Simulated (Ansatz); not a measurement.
# Ti6C4O3F: the cost of one run

Method: DFT PBE, scalar-relativistic, plane waves, PAW, and further levels as typed in the inputs, in Ansatz 0.2.0.

## Step 1: The structure to begin with

It takes space group C2/m (No. 12, monoclinic). The conventional cell has a = 10.566 Å, b = 6.100 Å, c = 25.100 Å, α = 90.00°, β = 90.00°, γ = 90.00°. Ti (site symmetry m) is surrounded by 6 C at 2.15 Å. C (site symmetry 1) is surrounded by 6 Ti at 2.08 to 2.15 Å. Ti (site symmetry 1) is surrounded by 2 O at 2.02 Å and 3 C at 2.08 Å and 1 F at 2.14 Å. O (site symmetry m) has 3 Ti at 2.02 Å as nearest neighbours. F (site symmetry m) has 3 Ti at 2.14 Å as nearest neighbours. Ti (site symmetry 2) has 6 C at 2.15 Å as nearest neighbours. C (site symmetry m) is surrounded by 6 Ti at 2.08 to 2.15 Å. Around Ti (site symmetry m) lie 2 O at 2.02 Å and 3 C at 2.08 Å and 1 F at 2.14 Å. Only part of the 11 independent sites is listed.

As a file:

```cif
data_structure
_symmetry_space_group_name_H-M 'C2/m'
_symmetry_Int_Tables_number 12
_cell_length_a 10.5655
_cell_length_b 6.1000
_cell_length_c 25.1000
_cell_angle_alpha 90.000
_cell_angle_beta 90.000
_cell_angle_gamma 90.000
_cell_volume 1617.69
loop_
_atom_site_label
_atom_site_type_symbol
_atom_site_symmetry_multiplicity
_atom_site_Wyckoff_symbol
_atom_site_fract_x
_atom_site_fract_y
_atom_site_fract_z
_atom_site_occupancy
Ti1 Ti 4 i 0.75000 0.00000 0.50000 1
C1 C 8 j 0.66667 0.25000 0.54900 1
Ti2 Ti 8 j 0.83333 0.25000 0.59283 1
O1 O 4 i 0.75000 0.00000 0.63187 1
F1 F 4 i 0.75000 0.00000 0.35857 1
Ti3 Ti 4 h 0.50000 0.25000 0.50000 1
C2 C 4 i 0.41667 0.50000 0.54900 1
Ti4 Ti 4 i 0.58333 0.50000 0.59283 1
O2 O 8 j 0.50000 0.25000 0.63187 1
C3 C 4 i 0.91667 0.50000 0.54900 1
Ti5 Ti 4 i 0.08333 0.50000 0.59283 1
```

## Step 2: Relaxing cell and atoms: Ti12C8O6F2 sheet, no spin

Input file input.yaml:

```yaml
crystal:
  lattice:
    - [6.1, 0.0, 0.0]
    - [-3.05, 5.2827549631, 0.0]
    - [0.0, 0.0, 25.1]
  atoms:
    - { symbol: Ti, position: [0.0, 0.0, 0.5] }
    - { symbol: C, position: [0.1666666667, 0.3333333333, 0.5490039841] }
    - { symbol: C, position: [0.3333333333, 0.1666666667, 0.4509960159] }
    - { symbol: Ti, position: [0.3333333333, 0.1666666667, 0.5928286853] }
    - { symbol: Ti, position: [0.1666666667, 0.3333333333, 0.4071713147] }
    - { symbol: O, position: [0.0, 0.0, 0.63187251] }
    - { symbol: F, position: [0.0, 0.0, 0.3585657371] }
    - { symbol: Ti, position: [0.0, 0.5, 0.5] }
    - { symbol: C, position: [0.1666666667, 0.8333333333, 0.5490039841] }
    - { symbol: C, position: [0.3333333333, 0.6666666667, 0.4509960159] }
    - { symbol: Ti, position: [0.3333333333, 0.6666666667, 0.5928286853] }
    - { symbol: Ti, position: [0.1666666667, 0.8333333333, 0.4071713147] }
    - { symbol: O, position: [0.0, 0.5, 0.63187251] }
    - { symbol: O, position: [0.0, 0.5, 0.36812749] }
    - { symbol: Ti, position: [0.5, 0.0, 0.5] }
    - { symbol: C, position: [0.6666666667, 0.3333333333, 0.5490039841] }
    - { symbol: C, position: [0.8333333333, 0.1666666667, 0.4509960159] }
    - { symbol: Ti, position: [0.8333333333, 0.1666666667, 0.5928286853] }
    - { symbol: Ti, position: [0.6666666667, 0.3333333333, 0.4071713147] }
    - { symbol: O, position: [0.5, 0.0, 0.63187251] }
    - { symbol: O, position: [0.5, 0.0, 0.36812749] }
    - { symbol: Ti, position: [0.5, 0.5, 0.5] }
    - { symbol: C, position: [0.6666666667, 0.8333333333, 0.5490039841] }
    - { symbol: C, position: [0.8333333333, 0.6666666667, 0.4509960159] }
    - { symbol: Ti, position: [0.8333333333, 0.6666666667, 0.5928286853] }
    - { symbol: Ti, position: [0.6666666667, 0.8333333333, 0.4071713147] }
    - { symbol: F, position: [0.5, 0.5, 0.6414342629] }
    - { symbol: O, position: [0.5, 0.5, 0.36812749] }
  periodic: [true, true, false]
scf:
  occupations: { method: gaussian, width: 0.05 }
  n_extra_bands: 6
output:
  forces: true
  stress: true
  write_density: true
  write_potential: true
  elf: true
  volumetric_format: npy
kpoints:
  mp_grid: { grid: [5, 5, 1] }
hamiltonian:
  xc: pbe
relax:
  f_tol: 0.02
  max_steps: 100
  cell: { stress_2d_tol: 0.1 }
```

Launch:

```
> ansatz run input.yaml --threads 8 --pin off --max-ram 24576MiB --backend cpu --events-out ev --progress --plain --runs-dir out
```

What time and memory should one allow on 8 threads of Intel Xeon Gold 6455B (Sapphire Rapids), shared host?

About 94 s, with a peak of 6.9 GiB.
